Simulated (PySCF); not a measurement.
# SrC (triplet): basis, grid and Hamiltonian

Aim: see how much the energy and properties of SrC (triplet) depend on the numerical set-up.

Computed with PySCF 2.14.0. Level: each script names its method and basis.

6 further runs of the same task are left out: 6 that didn't finish.

### 1 The starting structure

SrC (triplet): 2 atoms, charge 0, spin multiplicity 3.

Bond lengths: Sr1–C2 2.178 Å.

### 2 Base script

input.py reads:

```python
from pyscf import gto, dft

mol = gto.M(
    atom='Sr 0 0 0; C 0 0 2.178',
    basis='crenbl',
    ecp={'Sr': 'crenbl', 'C': 'crenbl'},
    charge=0,
    spin=2,
    symmetry=True,
    verbose=3,
)
mf = dft.UKS(mol, xc='hcth407')
mf.kernel()
mf.mulliken_pop()
mf.dip_moment()
print('orbital energies (hartree):', [e[max(0, n-3):n+3].round(4) for e, n in zip(mf.mo_energy, mol.nelec)])
```

The run is started by

```sh
> python input.py
```

Its log is not repeated here.

In short: E(SCF) = -36.235732 Eh, ⟨S²⟩ = 2.659, μ = 3.34 D.

⟨S²⟩ = 2.66 against 2.00 for a pure state: the determinant is spin-contaminated. The bond length is a typed value, not an optimised one. The triplet is typed in the script; nothing here shows that it is the ground state.

### 3 Lanl2dz

Run 1 changes basis set: crenbl → lanl2dz. The core potential changes with it: totals don't compare.

input.py reads:

```python
from pyscf import gto, dft

mol = gto.M(
    atom='Sr 0 0 0; C 0 0 2.178',
    basis='lanl2dz',
    ecp={'Sr': 'lanl2dz'},
    charge=0,
    spin=2,
    symmetry=True,
    verbose=3,
)
mf = dft.UKS(mol, xc='hcth407')
mf.kernel()
mf.mulliken_pop()
mf.dip_moment()
print('orbital energies (hartree):', [e[max(0, n-3):n+3].round(4) for e, n in zip(mf.mo_energy, mol.nelec)])
```

The run is started by

```sh
> python input.py
```

### 4 Integration grid 4

Run 2 changes integration grid: default → 4.

Edit input.py of step 2 so:

```diff
@@ -12,2 +12,3 @@
 mf = dft.UKS(mol, xc='hcth407')
+mf.grids.level = 4
 mf.kernel()
```

### 5 Sbkjc

Run 3 changes basis set: crenbl → sbkjc. The core potential changes with it: totals don't compare.

Edit input.py of step 2 so:

```diff
@@ -4,4 +4,4 @@
     atom='Sr 0 0 0; C 0 0 2.178',
-    basis='crenbl',
-    ecp={'Sr': 'crenbl', 'C': 'crenbl'},
+    basis='sbkjc',
+    ecp={'Sr': 'sbkjc', 'C': 'sbkjc'},
     charge=0,
```

### 6 Core potential off

Run 4 changes core potential: on → off. The core potential changes with it: totals don't compare.

input.py reads:

```python
from pyscf import gto, dft

mol = gto.M(
    atom='Sr 0 0 0; C 0 0 2.178',
    basis='crenbl',
    charge=0,
    spin=2,
    symmetry=True,
    verbose=3,
)
mf = dft.UKS(mol, xc='hcth407')
mf.kernel()
mf.analyze()
print('orbital energies (hartree):', [e[max(0, n-3):n+3].round(4) for e, n in zip(mf.mo_energy, mol.nelec)])
```

What does the calculation give? Wanted: for each run, E(SCF); from base; gap, α spin; SCF dipole.

The runs gave:

```
                             run  E(SCF) (hartree)  from base (eV)  gap, α spin (eV)  SCF dipole (D)  functions
                            base        -36.235732               0               n/a            3.34         36
                         lanl2dz        -68.416787  not comparable               n/a            2.51         21
              integration grid 4        -36.235741         -0.0002               n/a            3.34         36
                           sbkjc         -6.079593  not comparable               n/a            3.55         16
core potential off (poor choice)       -815.040287  not comparable              0.32           14.43         36
```

In words: Rows marked «poor choice» come from settings spoiled on purpose.
